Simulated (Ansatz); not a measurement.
# C₁₄H₁₈: the relaxed shape and its frontier levels

Aim: characterise C₁₄H₁₈ as a singlet: its structure, frontier levels and distribution of charge.

Computed with Ansatz 0.2.0, Gaussian basis. Level: RKS PBE0-D4/def2-TZVP.

Plan: relaxation at PBE-D4/def2-SVP; a single point at PBE0-D4/def2-TZVP.

3 further runs of the same task are left out: 3 that didn't finish.

**1. Where the work starts**

SMILES `CC(C)(C)C#CC#CC#CC(C)(C)C`, 32 atoms, charge 0, spin multiplicity 1.

Atoms are counted from 1 here; the program's logs count them from 0.

Bond lengths: C1–C2 1.535 Å, C1–H15 1.088 Å, C1–H16 1.088 Å, C1–H17 1.088 Å, C2–C3 1.535 Å, C2–C4 1.534 Å, C2–C5 1.452 Å, C3–H18 1.088 Å, C3–H19 1.088 Å, C3–H20 1.088 Å, C4–H21 1.088 Å, C4–H22 1.088 Å, C4–H23 1.088 Å, C5–C6 1.210 Å, C6–C7 1.349 Å, C7–C8 1.217 Å, C8–C9 1.349 Å, C9–C10 1.210 Å and more. Angles: C2–C1–H15 110.5°, C2–C1–H16 110.0°, C2–C1–H17 110.5°, H15–C1–H16 108.6°, H15–C1–H17 108.4°, H16–C1–H17 108.7°, C1–C2–C3 110.1°, C1–C2–C4 109.9°, C1–C2–C5 109.0°, C3–C2–C4 109.9°, C3–C2–C5 108.9°, C4–C2–C5 109.0°, C2–C3–H18 109.9°, C2–C3–H19 110.7°, C2–C3–H20 110.5°, H18–C3–H19 108.6°, H18–C3–H20 108.7°, H19–C3–H20 108.4° and more.

Coordinates:

| atom | x (Å) | y (Å) | z (Å) |
| --- | --- | --- | --- |
| C1 | 5.0310 | 0.2359 | 1.7140 |
| C2 | 4.6024 | -0.2325 | 0.3170 |
| C3 | 5.0468 | -1.6834 | 0.0884 |
| C4 | 5.2212 | 0.6780 | -0.7517 |
| C5 | 3.1557 | -0.1614 | 0.2177 |
| C6 | 1.9506 | -0.1022 | 0.1333 |
| C7 | 0.6064 | -0.0328 | 0.0409 |
| C8 | -0.6061 | 0.0315 | -0.0430 |
| C9 | -1.9507 | 0.0991 | -0.1354 |
| C10 | -3.1561 | 0.1586 | -0.2183 |
| C11 | -4.6036 | 0.2319 | -0.3166 |
| C12 | -4.9808 | 1.3793 | -1.2634 |
| C13 | -5.1349 | -1.0990 | -0.8657 |
| C14 | -5.1845 | 0.4911 | 1.0797 |
| H15 | 4.5898 | -0.3977 | 2.4806 |
| H16 | 6.1146 | 0.1906 | 1.8064 |
| H17 | 4.7081 | 1.2606 | 1.8880 |
| H18 | 6.1303 | -1.7546 | 0.1589 |
| H19 | 4.6061 | -2.3422 | 0.8342 |
| H20 | 4.7383 | -2.0254 | -0.8978 |
| H21 | 4.9162 | 0.3603 | -1.7466 |
| H22 | 6.3070 | 0.6379 | -0.6899 |
| H23 | 4.9003 | 1.7077 | -0.6080 |
| H24 | -4.5958 | 2.3253 | -0.8877 |
| H25 | -4.5648 | 1.2093 | -2.2545 |
| H26 | -6.0633 | 1.4525 | -1.3488 |
| H27 | -4.7173 | -1.2985 | -1.8505 |
| H28 | -6.2197 | -1.0660 | -0.9488 |
| H29 | -4.8621 | -1.9186 | -0.2040 |
| H30 | -6.2699 | 0.5476 | 1.0271 |
| H31 | -4.9093 | -0.3108 | 1.7617 |
| H32 | -4.8057 | 1.4280 | 1.4827 |

The start is a GFN2-xTB geometry.

**2. Relaxation at PBE-D4/def2-SVP**

File in.yaml:

```yaml
crystal:
  periodic: [false, false, false]
  atoms:
    - {symbol: C, position_ang: [5.031050, 0.235930, 1.714010]}
    - {symbol: C, position_ang: [4.602400, -0.232490, 0.316990]}
    - {symbol: C, position_ang: [5.046810, -1.683400, 0.088420]}
    - {symbol: C, position_ang: [5.221230, 0.677960, -0.751710]}
    - {symbol: C, position_ang: [3.155740, -0.161440, 0.217710]}
    - {symbol: C, position_ang: [1.950590, -0.102190, 0.133280]}
    - {symbol: C, position_ang: [0.606370, -0.032810, 0.040900]}
    - {symbol: C, position_ang: [-0.606110, 0.031530, -0.043010]}
    - {symbol: C, position_ang: [-1.950710, 0.099100, -0.135400]}
    - {symbol: C, position_ang: [-3.156130, 0.158560, -0.218280]}
    - {symbol: C, position_ang: [-4.603630, 0.231940, -0.316610]}
    - {symbol: C, position_ang: [-4.980830, 1.379300, -1.263370]}
    - {symbol: C, position_ang: [-5.134910, -1.098990, -0.865720]}
    - {symbol: C, position_ang: [-5.184510, 0.491090, 1.079680]}
    - {symbol: H, position_ang: [4.589800, -0.397720, 2.480620]}
    - {symbol: H, position_ang: [6.114570, 0.190570, 1.806420]}
    - {symbol: H, position_ang: [4.708070, 1.260570, 1.887950]}
    - {symbol: H, position_ang: [6.130350, -1.754600, 0.158940]}
    - {symbol: H, position_ang: [4.606100, -2.342250, 0.834240]}
    - {symbol: H, position_ang: [4.738300, -2.025370, -0.897790]}
    - {symbol: H, position_ang: [4.916150, 0.360300, -1.746580]}
    - {symbol: H, position_ang: [6.306970, 0.637860, -0.689950]}
    - {symbol: H, position_ang: [4.900290, 1.707670, -0.608040]}
    - {symbol: H, position_ang: [-4.595820, 2.325300, -0.887690]}
    - {symbol: H, position_ang: [-4.564790, 1.209320, -2.254470]}
    - {symbol: H, position_ang: [-6.063290, 1.452530, -1.348770]}
    - {symbol: H, position_ang: [-4.717300, -1.298460, -1.850500]}
    - {symbol: H, position_ang: [-6.219680, -1.066030, -0.948780]}
    - {symbol: H, position_ang: [-4.862110, -1.918600, -0.204010]}
    - {symbol: H, position_ang: [-6.269920, 0.547610, 1.027080]}
    - {symbol: H, position_ang: [-4.909320, -0.310780, 1.761720]}
    - {symbol: H, position_ang: [-4.805730, 1.428000, 1.482730]}
basis:
  gaussian: {orbitals: def2-SVP}
hamiltonian: {xc: pbe, dispersion: d4}
scf: {lower_state_search: "off"}
output: {orbitals: {seedname: orbitals}}
relax: {f_tol: 0.03, max_steps: 70}
```

Launch:

```console
$ ansatz run in.yaml --threads 4 --pin off --events-out ev --progress --plain --max-ram 6963MiB
```

Further steps of the session: Single point, PBE0-D4/def2-TZVP.

Before running them: what should the planned runs give, taken together? Wanted: point group; commonest bond, hydrogen aside; HOMO, LUMO at PBE0-D4/def2-TZVP; dipole at PBE-D4/def2-SVP.

The runs gave:

| quantity | value |
| --- | --- |
| point group | D3 |
| commonest bond, hydrogen aside | C–C, 13 of mean length 1.435 Å |
| HOMO, LUMO at PBE0-D4/def2-TZVP | -6.33, -1.24 eV |
| dipole at PBE-D4/def2-SVP | 0.00 D |

In words: The molecule keeps its bonding pattern by the stored test; the atoms moved 0.08 Å (rms). No usable vibrations, so a minimum isn't proven. The HOMO lies nearest to 4 C atoms about 18 % each; C6, C9 about 9 % each and the LUMO to 4 C atoms about 18 % each; C6, C9 about 8 % each.
